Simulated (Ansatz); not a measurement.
**CH3ClF2SSi: a ladder of functionals and wavefunction methods**

An exercise on one series of results from a longer session: the logs are not shown, and one member is left open.

Method: functionals in def2-TZVPP, the program's frozen cores in correlated methods; program: Ansatz 0.2.0, Gaussian basis.

Levels to be run: LDA (SPW92), PBE-D4, revPBE-D4, BLYP-D4, r2SCAN-D4, B97M-V, PBE0-D4, B3LYP-D4, r2SCANh-D4, r2SCAN0-D4, HSE06-D4, BHLYP-D4, CAM-B3LYP-D4, LC-ωPBE, ωB97X-V, ωB97M-V, B2PLYP, PBE-QIDH; CCSD(T)/def2-SVP; CCSD(T)/def2-TZVPP; MP2/def2-QZVPP; extrapolation to the limit; RPA on PBE.

## The geometry

The geometry comes from an earlier relaxation with PBE0-D4 in a triple-zeta def2 set; it is a stationary point, not always the lowest conformer.

SMILES `CS[Si](F)(F)Cl`, 9 atoms, charge 0, spin multiplicity 1.

Atoms are counted from 1 here; the program's logs count them from 0.

Bond lengths: C1–S2 1.823 Å, C1–H7 1.089 Å, C1–H8 1.089 Å, C1–H9 1.089 Å, S2–Si3 2.084 Å, Si3–F4 1.582 Å, Si3–F5 1.582 Å, Si3–Cl6 2.017 Å. Angles: S2–C1–H7 111.0°, S2–C1–H8 105.9°, S2–C1–H9 111.0°, H7–C1–H8 109.2°, H7–C1–H9 110.6°, H8–C1–H9 109.2°, C1–S2–Si3 98.5°, S2–Si3–F4 112.0°, S2–Si3–F5 112.0°, S2–Si3–Cl6 109.5°, F4–Si3–F5 104.5°, F4–Si3–Cl6 109.3°, F5–Si3–Cl6 109.3°.

The first run:

in.yaml

```yaml
crystal:
  periodic: [false, false, false]
  atoms:
    - {symbol: C, position_ang: [-0.041459, -1.563913, 0.047970]}
    - {symbol: S, position_ang: [-0.561642, -0.296074, -1.154864]}
    - {symbol: Si, position_ang: [0.032225, 1.396895, -0.095244]}
    - {symbol: F, position_ang: [-0.672659, 1.490659, 1.317462]}
    - {symbol: F, position_ang: [1.579138, 1.378299, 0.233627]}
    - {symbol: Cl, position_ang: [-0.402220, 3.048043, -1.168366]}
    - {symbol: H, position_ang: [-0.577556, -1.451502, 0.988654]}
    - {symbol: H, position_ang: [-0.301104, -2.522390, -0.399023]}
    - {symbol: H, position_ang: [1.033877, -1.526316, 0.212783]}
basis:
  gaussian: {orbitals: def2-TZVPP}
hamiltonian: {xc: lda}
output: {orbitals: {seedname: orbitals}}
```

Launch:

```
$ ansatz run in.yaml --threads 4 --pin off --events-out ev --progress --plain --max-ram 10444MiB
```

Among the steps run: LDA; PBE-D4 (GGA); revPBE-D4 (GGA); BLYP-D4 (GGA); r2SCAN-D4 (meta-GGA); B97M-V (meta-GGA); B3LYP-D4 (hybrid); r2SCANh-D4 (hybrid); r2SCAN0-D4 (hybrid); HSE06-D4 (hybrid); BHLYP-D4 (hybrid); CAM-B3LYP-D4 (range-separated); LC-ωPBE (range-separated); ωB97X-V (range-separated); ωB97M-V (range-separated); B2PLYP (double hybrid); PBE-QIDH (double hybrid).

One of the session's tables, all rows but one given; the rest of the session is left out.

It belongs to the step «Frontier levels by functional». 

```
  functional  HOMO (eV)  gap (eV)
 LDA (SPW92)      -6.62      5.24
      PBE-D4      -6.49      5.35
   revPBE-D4      -6.43      5.39
     BLYP-D4      -6.32      5.31
   r2SCAN-D4      -6.77      5.94
      B97M-V      -6.87      5.98
     PBE0-D4      -7.77      7.58
    B3LYP-D4      -7.51      7.08
  r2SCANh-D4      -7.24      6.75
  r2SCAN0-D4      -7.95      7.96
    HSE06-D4      -7.36      6.79
    BHLYP-D4      -8.89      9.66
CAM-B3LYP-D4      -9.10      9.98
     LC-ωPBE          ?         ?
     ωB97X-V     -10.15     12.11
     ωB97M-V      -9.97     11.69
```

Q: Estimate the row for LC-ωPBE from the others.

As computed: HOMO (eV): -10.52; gap (eV): 12.65. In the column «HOMO (eV)» it is the lowest.
